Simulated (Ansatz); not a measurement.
# C2H8N2Si: the cost of one run

Program: Ansatz 0.2.0. Level of theory: RKS BLYP/def2-SVP. These are calculated values, not measurements.

## Step 1: The starting structure

Bond lengths: N1–C2 1.240 Å, C2–C3 1.488 Å, C3–N4 1.570 Å, C3–Si5 1.889 Å, N1–H6 1.090 Å, C2–H7 1.095 Å, C3–H8 1.087 Å, N4–H9 1.072 Å, N4–H10 0.981 Å, Si5–H11 1.449 Å, Si5–H12 1.466 Å, Si5–H13 1.437 Å. Angles (14 of 19 angles, heavy atoms first): N1–C2–C3 119.2°, C2–C3–N4 109.3°, C2–C3–Si5 114.7°, N4–C3–Si5 109.3°, N1–C2–H7 123.1°, C3–C2–H7 117.5°, C2–N1–H6 110.5°, C2–C3–H8 111.0°, N4–C3–H8 103.5°, Si5–C3–H8 108.5°, C3–N4–H9 101.8°, C3–N4–H10 106.6°, C3–Si5–H11 109.4°, C3–Si5–H12 108.8°.

As a file:

```xyz
13

N    -1.7694    1.4256    0.3299
C    -1.0415    0.6118   -0.2588
C     0.1076    0.0081    0.4679
N     1.3440    0.9704    0.3719
Si    0.6066   -1.7113   -0.1348
H    -2.5332    1.8122   -0.3446
H    -1.1507    0.3700   -1.3214
H    -0.0909   -0.0438    1.5354
H     0.9682    1.8578    0.8416
H     1.4617    1.1823   -0.5785
H     0.9946   -1.6393   -1.5291
H    -0.5478   -2.6076   -0.0164
H     1.6713   -2.2710    0.6516
```

## Step 2: End point A

input.yaml

```yaml
crystal:
  periodic: [false, false, false]
  atoms:
    - { symbol: "N", position_ang: [-1.7694, 1.4256, 0.3299] }
    - { symbol: C, position_ang: [-1.0415, 0.6118, -0.2588] }
    - { symbol: C, position_ang: [0.1076, 0.0081, 0.4679] }
    - { symbol: "N", position_ang: [1.344, 0.9704, 0.3719] }
    - { symbol: Si, position_ang: [0.6066, -1.7113, -0.1348] }
    - { symbol: H, position_ang: [-2.5332, 1.8122, -0.3446] }
    - { symbol: H, position_ang: [-1.1507, 0.37, -1.3214] }
    - { symbol: H, position_ang: [-0.0909, -0.0438, 1.5354] }
    - { symbol: H, position_ang: [0.9682, 1.8578, 0.8416] }
    - { symbol: H, position_ang: [1.4617, 1.1823, -0.5785] }
    - { symbol: H, position_ang: [0.9946, -1.6393, -1.5291] }
    - { symbol: H, position_ang: [-0.5478, -2.6076, -0.0164] }
    - { symbol: H, position_ang: [1.6713, -2.271, 0.6516] }
basis:
  gaussian: { orbitals: def2-SVP }
hamiltonian:
  xc: blyp
relax:
  f_tol: 0.02
  max_steps: 50
output:
  orbitals: {}
```

Launch:

```console
> ansatz run input.yaml --threads 2 --pin off --max-ram 3072MiB --backend cpu --events-out ev --progress --plain --runs-dir out
```

What time and memory should one allow on 2 threads of Arm Neoverse V1, shared host?

About 36 s, with a peak of 0.15 GiB.
